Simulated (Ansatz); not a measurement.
# GeSb2Te4 (R-3m) in Ansatz: single point with PBE0

Aim: the single point of GeSb2Te4 with PBE0.

Everything below comes from runs of Ansatz 0.2.0. Logs are shortened: lines on timing, memory, paths and dates and some standing lists are left out, and cuts for length are marked.

**1. Starting point**

It takes space group R-3m (No. 166, trigonal). The conventional cell has a = 4.319 Å, b = 4.319 Å, c = 39.684 Å, α = 90.00°, β = 90.00°, γ = 120.00°. Te (site symmetry 3m) has 3 Ge at 3.01 Å and 3 Te at 3.31 Å as nearest neighbours. Around Te (site symmetry 3m) lie 3 Sb at 3.03 Å and 3 Te at 3.31 Å. Around Sb (site symmetry 3m) lie 3 Te at 3.03 Å and 3 Sb at 3.24 Å. Around Ge (site symmetry -3m) lie 6 Te at 3.01 Å.

The cell is a database's computed one.

**2. Single point, PBE0**

Input file input:

```
crystal:
  lattice:
    - [2.1592890373, 1.246666107, 13.2280394098]
    - [-2.1592890373, 1.246666107, 13.2280394098]
    - [0.0, -2.4933322139, 13.2280394098]
  atoms:
    - { symbol: Te, position: [0.708972, 0.708972, 0.708972] }
    - { symbol: Te, position: [0.291028, 0.291028, 0.291028] }
    - { symbol: Te, position: [0.569683, 0.569683, 0.569683] }
    - { symbol: Te, position: [0.430317, 0.430317, 0.430317] }
    - { symbol: Sb, position: [0.859411, 0.859411, 0.859411] }
    - { symbol: Sb, position: [0.140589, 0.140589, 0.140589] }
    - { symbol: Ge, position: [0.0, 0.0, 0.0] }
hamiltonian:
  xc: pbe0
  pseudopotentials: { kind: paw }
kpoints:
  mp_grid: { grid: [6, 6, 6] }
scf:
  occupations: { method: fermi_dirac, width: 0.05 }
output:
  forces: true
  stress: true
  eigenvalues: true
  write_density: true
  write_potential: true
  elf: true
  volumetric_format: npy
```

Potentials or basis: Ansatz PAW.

Output:

```text
Warning: output.stress: scf.convergence.dr2_threshold = 1e-7 eV (the SCF's general default) is looser than the 7e-10 eV advised for a printed stress (1e-10 eV for each atom of the cell: 7). What an SCF threshold leaves in a stress goes as its square root, and in the free energy as the threshold itself, and one threshold admits the most on a small cell: of the crystals measured, under no hybrid functional and no lock of the moments, on runs that ended without the residual-converged pass, on stresses that held no estimate of that error, the worst erred by over 100 MPa in a component at 1e-7 eV an atom and by under 5 at 1e-10. Set scf.convergence.dr2_threshold to 7e-10 eV or tighter. The threshold is an SCF's pass mark: one that does not reach it within its budget of iterations ends unconverged, or closes short of it on a stop that the run arms, and scf.convergence.dr2_threshold's page says what that costs each kind of run
Warning: output.stress: scf.exx.energy_threshold = 1e-6 eV is looser than the 7e-8 eV advised for a stress under a hybrid functional (1e-8 eV for each atom of the cell: 7). Every SCF of the exchange loop can meet its threshold on dr2 while the loop round them stops early: no threshold on dr2 bounds what that leaves in the stress. Set scf.exx.energy_threshold to 7e-8 eV or tighter. The threshold is the loop's pass mark: a loop that does not reach it within its budget of cycles ends unconverged, and scf.exx.energy_threshold's page has the law
basis.fft_grid_basis auto: the FFT boxes are laid along the combinations [[1, -1, 0], [0, 1, 0], [0, -1, 1]] of the cell's own vectors, 4.319, 13.461 and 4.319 Å long. The dense box has 30×90×30 points. Along the cell's own vectors, as sized, it would have 90×90×90, 9.00 times as many. Of the 12 symmetry operations that the crystal satisfies within crystal.symmetry.tolerance (time reversal apart; of a slab, those that keep its plane) the dense box along the cell's own vectors carries 12, and the one as laid loses 8 of those. basis.fft_grid_basis: typed keeps the cell's own vectors: state it where this run's energies or levels are differenced outside the engine with another run's, or held beside a run that keeps those vectors. Those combinations have planes normal to reciprocal vector 3, as the cell's own vectors have. Each planar average written beside output.write_density, output.write_potential has a row for each plane of the box: 30. The volumetric files lie along those combinations, not along the cell's own vectors: a cube or XSF file states them, and fields.json those of NumPy files.
GPUs: using 1 of 1 available (devices: 1).
Engine: ansatz 0.2.0, x86_64-unknown-linux-gnu
Pseudopotentials: kind: paw
Pseudopotential: Te, paw, valence charge 16, recommended cutoff 420 eV (normal), Te.paw.azcp
Pseudopotential: Sb, paw, valence charge 15, recommended cutoff 420 eV (normal), Sb.paw.azcp
Pseudopotential: Ge, paw, valence charge 14, recommended cutoff 420 eV (normal), Ge.paw.azcp
Functional definition: PBE0
  parameter a = 0.25
  parameter kappa = 0.804
  parameter beta = 0.06672455060314922
  exchange = (1 - a)*pbe_x(kappa = kappa, mu = beta*pi^2/3) + a*exact_x
  correlation = pbe_c(beta = beta)
device memory: the entry about to start is reckoned to put 4.3 GiB on a device that reports 74.2 GiB free (of which the cap on the GPU budget leaves the run 18.0 GiB)
GPU FFT provider: cuFFT
GPU libraries: cuBLAS 13.8.2, cuFFT 12.4.0, cuSOLVER 12.3.4
Crystal: 7 atoms, lattice volume = 213.652 Å³
Basis set: ecut = 420 eV, 4191 PW (Γ), FFT grids on a1−a2, a2, −a2+a3, exchange–correlation on 60×180×60 points (8 copies of the dense FFT grid, shifted against one another)
Bands: 65, of which v1, the nominal top of the filled ones, is band 54 counted from 1 (53 counted from 0)
Symmetry: 12 space group operations
Space group: R-3m (ITA 166), of the structure as read, at distance tolerance 6.0e-5 Å
k-points: 32 of 216
Non-local potential: Te, projectors of the file, l = 0: 2, l = 1: 2, l = 2: 2, l = 3: 2
Non-local potential: Sb, projectors of the file, l = 0: 2, l = 1: 2, l = 2: 2, l = 3: 2
Non-local potential: Ge, projectors of the file, l = 0: 2, l = 1: 2, l = 2: 3, l = 3: 1
PAW form: soft (Blöchl's): semilocal exchange-correlation on the pseudo side does not see the compensation charge
PAW frozen core: Te, regenerated for the run's functional, and the local potential with it (the file was generated under x = pbe(κ = 0.804, μ = 0.2195149727645171), c = pbe(β = 0.06672455060314922))
PAW frozen core: Sb, regenerated for the run's functional, and the local potential with it (the file was generated under x = pbe(κ = 0.804, μ = 0.2195149727645171), c = pbe(β = 0.06672455060314922))
PAW frozen core: Ge, regenerated for the run's functional, and the local potential with it (the file was generated under x = pbe(κ = 0.804, μ = 0.2195149727645171), c = pbe(β = 0.06672455060314922))
PAW one-centre angular grid: Te, 590 points (default); XC on 64 Gauss nodes
PAW one-centre angular grid: Sb, 590 points (default); XC on 64 Gauss nodes
[... 113 lines left out ...]
SCF iter   2: F=—  HF=-45204.840544 eV  |F-HF|=—  |Δ(HF+E_count)|=  2.11e-10  Δρ=2.36e-7  dr2=7.95e-10  ethr=1.30e-12  ⟨swp⟩=3.4  Hψ=4021  notcnv=0  defer=7
SCF iter   3: F=—  HF=-45204.840544 eV  |F-HF|=—  |Δ(HF+E_count)|=   1.07e-9  Δρ=1.50e-7  dr2=8.31e-10  ethr=1.00e-12  ⟨swp⟩=2.2  Hψ=3839  notcnv=0
SCF iter   4: F=—  HF=-45204.840544 eV  |F-HF|=—  |Δ(HF+E_count)|=  5.31e-10  Δρ=1.33e-7  dr2=1.00e-9  ethr=1.00e-12  ⟨swp⟩=3.1  Hψ=3992  notcnv=0
SCF iter   5: F=—  HF=-45204.840544 eV  |F-HF|=—  |Δ(HF+E_count)|=   1.20e-9  Δρ=1.46e-7  dr2=2.95e-10  ethr=1.00e-12  ⟨swp⟩=2.4  Hψ=3882  notcnv=0
SCF iter   6: F=-45204.840544 eV  HF=-45204.840544 eV  |F-HF|=2.18e-10  |Δ(HF+E_count)|=   2.18e-9  Δρ=1.20e-7  dr2=2.73e-10  ethr=1.00e-12  ⟨swp⟩=3.1  Hψ=4122  notcnv=0
SCF 6 converged in 6 iterations: F = -45204.840544 eV  dr2 = 2.73e-10
  Residual-converged pass: ⟨swp⟩=3.2  Hψ=5062  notcnv=0  max |occ|·‖R‖ = 2.7e-7 eV (tolerance 2.7e-7 eV)  dr2=2.78e-10  dr2_onsite=2.00e-11  max |Δocc| = 6.9e-14
hybrid outer 5: dexx = +4.418e-8 eV, tail = 3.34e-9 eV, Δε = 8.97e-4 eV (about 7.79e-4 eV left of the loop's levels), ΔF = 8.70e-5 eV/Å (tail 7.52e-5)
hybrid SCF converged: 5 outer / 43 inner (+12 warm-up), last move |dexx| = 4.42e-8 eV, tail = 3.34e-9 eV
Stability not checked: this state was not tested for a lower state beside it, because the functional holds exact exchange (a hybrid, or Hartree-Fock), whose exchange loop this test does not read (fock_operator; see scf.lower_state_search)
Free energy (F): -45204.840544 eV
Frozen-core exchange: fock
Harris-Foulkes:  -45204.840544 eV  (|F-HF|=2.18e-10)
Internal energy: -45204.836331 eV  (E = F + TS)
E sigma→0 (E₀):  -45204.838437 eV
Entropy (-TS):   -0.004213 eV (-0.602 meV/atom)
Fermi energy:    9.305380 eV
--- Per-component energies (eV) ---
  E_band       = -1789.575884
  E_kinetic    = 1236.373154
  E_local      = -10375.000863  (includes V_loc(G=0)·N_el)
  E_nonlocal   = -108.881557
  E_hartree    = 5608.174504
  E_xc         = -653.243219
  E_vxc        = -518.846993  (∫ρ·V_xc dr)
  E_exx        = -358.745868  (= α·E_x^exact, valence–valence)
  E_paw        = -29671.164333  (= ΣΔE_a)
  E_vpaw       = -2522.076019  (= ΣTr[D̂ρ^β])
  E_aug_tail   = -0.000487  (compensation charges beyond the density's cutoff)
  E_ewald      = -10881.350427
  E_core_change = -0.997235  (= ΣΔE_core)
  E_smearing   = -0.004213  (= −TS)
  E_closure    = 0.000000  (closes the sum)
  Σ components = -45204.840544   (vs F -45204.840544, Δ=0.00e0)
--- Forces (eV/Å), atoms counted from 1 ---
  atom   1  Te     0.00000000    -0.00000000    -0.10333382
  atom   2  Te     0.00000000     0.00000000     0.10333382
  atom   3  Te     0.00000000    -0.00000000    -0.27431959
  atom   4  Te     0.00000000     0.00000000     0.27431959
  atom   5  Sb     0.00000000     0.00000000     0.40945611
  atom   6  Sb     0.00000000    -0.00000000    -0.40945611
  atom   7  Ge    -0.00000000    -0.00000000     0.00000000
  max |Σ_I F_I| component: 5.55e-17 eV/Å
--- Stress (GPa, compression-positive) ---
       -1.961468       0.000000      -0.000000
        0.000000      -1.961468      -0.000000
       -0.000000      -0.000000      -2.039625
  P = ⅓ Tr σ = -1.9875 GPa (-19.875 kbar)
--- Band table (eV; the first three rows and the last of 32) ---
  k-point 0: bands = ["-31.6140", "-31.6140", "-31.6140", "-31.6140", "-31.6118", "-31.6118", "-31.6097", "-31.6097", "-31.6097", "-31.6097", "-30.3379", "-30.3376", "-30.3340", "-30.3340", "-30.3331", "-30.3331", "-30.3100", "-30.3100", "-30.3099", "-30.3099", "-23.2236", "-23.2236", "-23.1898", "-23.1898", "-23.1831", "-23.1594", "-23.1594", "-23.1498", "-23.1398", "-23.1398", "-19.2220", "-19.2220", "-19.2123", "-19.2093", "-19.2093", "-5.9830", "-5.5477", "-4.4881", "-2.9705", "-1.9957", "1.0638", "1.7546", "6.1762", "6.1976", "6.1976", "6.2983", "6.2983", "6.5515", "7.5594", "7.5594", "7.7554", "7.7554", "8.2109", "9.0502", "9.3349", "9.3349", "10.3774", "10.9168", "10.9168", "11.2876", "12.3917", "12.6316", "12.6316", "14.5466", "14.8432"]
  k-point 1: bands = ["-31.6141", "-31.6140", "-31.6139", "-31.6139", "-31.6116", "-31.6116", "-31.6097", "-31.6097", "-31.6095", "-31.6094", "-30.3377", "-30.3375", "-30.3340", "-30.3340", "-30.3332", "-30.3330", "-30.3100", "-30.3099", "-30.3096", "-30.3095", "-23.2229", "-23.2199", "-23.1899", "-23.1870", "-23.1805", "-23.1610", "-23.1603", "-23.1520", "-23.1437", "-23.1397", "-19.2225", "-19.2218", "-19.2121", "-19.2093", "-19.2089", "-5.7183", "-5.3153", "-4.2340", "-2.8607", "-1.9047", "0.6331", "1.4097", "4.5201", "5.0706", "5.3771", "5.5607", "5.8735", "6.3283", "6.6256", "7.0676", "7.4476", "8.0755", "8.6081", "9.0642", "9.6089", "10.1143", "10.2311", "11.8318", "11.9480", "12.3972", "12.6951", "12.7000", "13.5687", "13.7720", "14.8223"]
  k-point 2: bands = ["-31.6141", "-31.6141", "-31.6138", "-31.6138", "-31.6113", "-31.6113", "-31.6096", "-31.6096", "-31.6088", "-31.6088", "-30.3373", "-30.3372", "-30.3343", "-30.3342", "-30.3335", "-30.3330", "-30.3099", "-30.3098", "-30.3088", "-30.3087", "-23.2215", "-23.2099", "-23.1901", "-23.1800", "-23.1738", "-23.1672", "-23.1653", "-23.1561", "-23.1508", "-23.1397", "-19.2238", "-19.2217", "-19.2116", "-19.2093", "-19.2083", "-4.9917", "-4.6995", "-3.5934", "-2.7184", "-1.9486", "-0.4866", "0.6362", "3.0505", "3.5420", "4.5924", "4.8393", "5.1638", "5.2763", "6.2129", "6.6744", "6.8269", "7.5424", "7.6041", "7.8712", "10.2613", "10.8076", "11.3962", "12.0392", "12.0607", "12.7059", "12.9899", "13.7614", "13.8384", "14.2307", "15.3649"]
  k-point 31: bands = ["-31.6140", "-31.6140", "-31.6140", "-31.6140", "-31.6118", "-31.6118", "-31.6097", "-31.6097", "-31.6097", "-31.6097", "-30.3379", "-30.3376", "-30.3339", "-30.3339", "-30.3331", "-30.3331", "-30.3100", "-30.3100", "-30.3099", "-30.3099", "-23.2236", "-23.2236", "-23.1898", "-23.1898", "-23.1831", "-23.1593", "-23.1593", "-23.1498", "-23.1398", "-23.1398", "-19.2219", "-19.2219", "-19.2123", "-19.2093", "-19.2093", "-5.9100", "-5.6963", "-4.1690", "-3.5048", "-1.4648", "0.3719", "2.3349", "5.6128", "6.2005", "6.2005", "6.2989", "6.2989", "7.2298", "7.4273", "7.4273", "7.8357", "7.9924", "7.9924", "8.9373", "8.9373", "9.7902", "9.8598", "11.3655", "11.3655", "11.6927", "12.1417", "12.2565", "12.2565", "14.4578", "15.1480"]
```

Wall time 3.6 min (1 × NVIDIA H100 80GB HBM3 with 2 threads of AMD EPYC 7R13 (Zen 3), shared host); peak memory 12 GiB.

What came out:

```yaml
Free_energy: -45204.8405 eV
Pressure: -2.0 GPa
Largest_force: 0.409 eV/Å
Band_gap_on_the_k_mesh: none (metal or under the smearing width)
```

Forces on the atoms (eV/Å):
```
Te   0.000  0.000 -0.103
Te   0.000  0.000  0.103
Te   0.000  0.000 -0.274
Te   0.000  0.000  0.274
Sb   0.000  0.000  0.409
Sb   0.000  0.000 -0.409
Ge   0.000  0.000  0.000
```

Stress tensor (GPa, compression positive):
```
-1.96  0.00  0.00
 0.00 -1.96  0.00
 0.00  0.00 -2.04
```

Caveat: the PAW data sets come from PBE, with cores solved anew for the run's functional, which leaves a small shift of forces and pressure; the thresholds are loose for stress.
